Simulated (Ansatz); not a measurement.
# WSi (triplet): from Hartree-Fock to the top rungs, def2-SVP

The task here is to estimate one member of a computed series from the others.

Computed with Ansatz 0.2.0, Gaussian basis. Level: def2-SVP, core rule «outside noble gas», up to 9 orbitals frozen.

The runs, in order: UHF; CCSD(T) on ROHF; CCSD(T) on UHF; CISD; CCSDT(Q) on ROHF; CCSDT(Q) on UHF.

20 further runs of the same task are left out: 6 for a known fault of the program, 2 that didn't finish, 12 set aside as unsound or not needed.

## The system

The geometry is a PBE0/def2-TZVP stationary point (not a proven minimum). No spin-orbit coupling is included. Elements past krypton take def2 core potentials.

2 atoms, charge 0, spin multiplicity 3.

Atoms are counted from 1 here; the program's logs count them from 0.

Bond lengths: W1–Si2 2.218 Å.

Set-up of the first run:

Input file in.yaml:

```yaml
crystal:
  periodic: [false, false, false]
  atoms:
    - {symbol: W, position_ang: [0.000000, 0.000000, 0.000000]}
    - {symbol: Si, position_ang: [0.000000, 0.000000, 2.218234]}
basis:
  gaussian: {orbitals: def2-SVP}
magnetization: {spin_polarized: true, initial_magnetization: 2}
hamiltonian: {xc: hf}
output: {orbitals: {seedname: orbitals}}
```

On the command line:

```
> ansatz run in.yaml --threads 1 --pin off --events-out ev --progress --plain --max-ram 2393MiB
```

Among the steps run: UHF; CCSD(T) on ROHF; CCSD(T) on UHF; CISD; CCSDT(Q) on ROHF; CCSDT(Q) on UHF.

One table of the session follows, with a row left open; its other results are not shown here.

It belongs to the step «Misses and costs». 

| method | from RCCSDT(Q) (kcal/mol) |
| --- | --- |
| ROHF | +173.81 |
| RMP2 | +10.82 |
| UMP2 | +42.53 |
| CISD | +33.40 |
| RCCSD | +14.28 |
| UCCSD | ? |
| RCCSD(T) | +2.63 |
| UCCSD(T) | +3.70 |
| RCCSDT | +2.48 |
| UCCSDT | +1.16 |
| RCCSDT(Q) | 0 |
| UCCSDT(Q) | -0.63 |

Q: Estimate the row for UCCSD from the others.

The run gave: from RCCSDT(Q) (kcal/mol): +12.36. In the column «from RCCSDT(Q) (kcal/mol)» it lies between RMP2 (+10.82) and RCCSD (+14.28).

Left out of the table: UHF (another determinant or state than the rows shown).

Limits of these values: The determinant is far from a pure spin state, so its energy mixes those of several spin states (harmless only where they are near-degenerate, as at dissociation). Warnings: spin contamination; coupled cluster took another determinant than the lowest; large T1 diagnostic. Restricted and unrestricted rows rest on different reference determinants; where their highest levels disagree by more than a few hundredths of an eV, they describe different states and don't form one ladder.
